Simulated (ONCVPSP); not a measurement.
# Fluorine: generating and testing an ONCV potential

Aim: build the potential from the settings below, then test how well it stands in for the atom: other configurations, scattering, ghost states and the plane-wave cutoff that it needs.

The numbers are computed with ONCVPSP 4.0.1 (PBEsol, scalar-relativistic, spin-unpolarised reference atom).

## (1) The atom and the settings

Typed settings, in words:

```json
{
  "element": "fluorine (F, Z = 9)",
  "type": "optimised norm-conserving Vanderbilt (ONCV)",
  "frozen core": "[He]",
  "valence charge": "7",
  "reference configuration": "2s2 2p4 (charge +1)",
  "partial waves": "2s: rc 0.65 bohr, ncon 4, nbas 7, qcut 10.7 1/bohr, local; 2p: rc 1.40 bohr, ncon 4, nbas 8, qcut 8.8 1/bohr, 2 projectors, debl 1.4 Ha; d scattering state at 0.12 Ha: rc 1.40 bohr, ncon 4, nbas 7, qcut 7.4 1/bohr, 2 projectors, debl 2 Ha",
  "local potential": "the s channel",
  "core correction": "Teter function, fcfact 3.75, rcfact 1.45"
}
```

An earlier all-electron run gives the scale for the radii.

All-electron outer shells of the reference configuration (PBEsol, scalar-relativistic, ld1.x):

```tsv
shell	level (eV)	outermost node (bohr)	outermost maximum (bohr)
1s	-681.88	–	0.11
2s	-47.18	0.24	0.75
2p	-28.22	–	0.68
```

## (2) The generation run

Contents of F.dat:

```
# ATOM AND REFERENCE CONFIGURATION
# atsym  z   nc   nv     iexc    psfile
  F 9.00    1    2  -116133      upf
#
#   n    l    f
    1    0    2.00
    2    0    2.00
    2    1    4.00
#
# PSEUDOPOTENTIAL AND OPTIMIZATION
# lmax
    2
#
#   l,   rc,      ep,       ncon, nbas, qcut
    0    0.65    0.00    4    7   10.70
    1    1.40    0.00    4    8    8.80
    2    1.40    0.12    4    7    7.40
#
# LOCAL POTENTIAL
# lloc, lpopt,  rc(5),   dvloc0
    0    5    0.65    0.00
#
# VANDERBILT-KLEINMAN-BYLANDER PROJECTORs
# l, nproj, debl
    0    0    2.30
    1    2    1.40
    2    2    2.00
#
# MODEL CORE CHARGE
# icmod, fcfact, rcfact
    3    3.75    1.45
#
# LOG DERIVATIVE ANALYSIS
# epsh1, epsh2, depsh
   -3.00    5.00    0.02
#
# OUTPUT GRID
# rlmax, drl
    6.00    0.01
#
# TEST CONFIGURATIONS
# ncnf
    4
# nvcnf
#   n    l    f
    2
    2    0    2.00
    2    1    5.00
#
    2
    2    0    2.00
    2    1    3.00
#
    2
    2    0    2.00
    2    1    2.00
#
    2
    2    0    1.00
    2    1    6.00
#
```

The run is started by

```
$ oncvpsp.x < F.dat > F.out
```

Before running it: what results should come out? Wanted: cutoffs for 1 and 0.1 mHa per electron, occupied waves; bound ghosts; GHOST(+) flags; largest test error; largest phase difference near zero energy, channels read; rms error of d²Exc/dn², without and with the model core.

**Answer**, as computed:

```
                                                quantity                  value
  cutoffs for 1 and 0.1 mHa per electron, occupied waves       57 Ha and 123 Ha
                                            bound ghosts             none found
                                          GHOST(+) flags     none at low energy
                            largest test error (AE − PS)  +735 meV, for 2s2 2p2
largest phase difference near zero energy, channels read              0.002 rad
 rms error of d²Exc/dn², without and with the model core      2.26 and 1.77 mHa
```

The worst unpolarised test, 2s2 2p2, is off by 735 meV on 98.8 eV; by total energies transferability rates as poor. That test lies far up in energy; among those under 40 eV, nearer to bonding, the largest error is 152 meV. By its cutoff, 57 Ha for the looser tolerance, it is hard. At the looser tolerance the 2s wave is the slowest; 2p needs 32 Ha. The program's ghost test flags no bound state. Near zero energy the phases of the channels with partial waves agree within 0.002 rad. All of this concerns the isolated atom, not yet a solid.
